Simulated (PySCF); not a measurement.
# C3H7BO: the cost of one run

The runs use PySCF 2.14.0, with density-fitted response routines of our own; the level of theory stands in each step. All values are computed, except where a source is named. Atoms count from 0, in the outputs and in this text.

## Step 1: The starting structure

12 atoms, charge 0, multiplicity 1; geometry from: GFN2-xTB. The atoms were then displaced at random by about 0.01 Å, so the start is not that level's minimum.

Bonds of the start (Å): C0–C1 1.34, C1–B2 1.58, B2–O3 1.28, O3–C4 1.43, C0–H5 1.11, C0–H6 1.06, C1–H7 1.07, B2–H8 1.19, C4–H9 1.08, C4–H10 1.11, C4–H11 1.10.

## Step 2: Geometry optimisation at PBE0-D3(BJ)/def2-SVP

The job: settings as JSON, then the geometry in Å.

```
{"job": {"xc": "PBE0", "basis": "def2-SVP", "d3": "d3bj", "grid": 1, "shake": 0.01, "kind": "geom"}, "charge": 0, "multiplicity": 1}
C      2.613500    -0.053650     0.130200
C      1.378210    -0.581810     0.157160
B      0.026410     0.225540     0.094260
O     -1.048590    -0.476210     0.142790
C     -2.373860     0.062870     0.097220
H      2.716790     1.045500     0.054000
H      3.512530    -0.610290     0.166710
H      1.336720    -1.652140     0.223650
H      0.036850     1.415310     0.044620
H     -2.904110    -0.341160    -0.746660
H     -2.912820    -0.224260     1.025860
H     -2.341930     1.162040     0.042470
```

The run is started by

```
> OMP_NUM_THREADS=1 python probes_run.py task.json out
```

This one command runs all jobs of the session in turn.

Q: Estimate the wall time and peak memory of this first job on 1 thread of Arm Neoverse V1, shared host.

About 25 s, with a peak of 0.42 GiB.
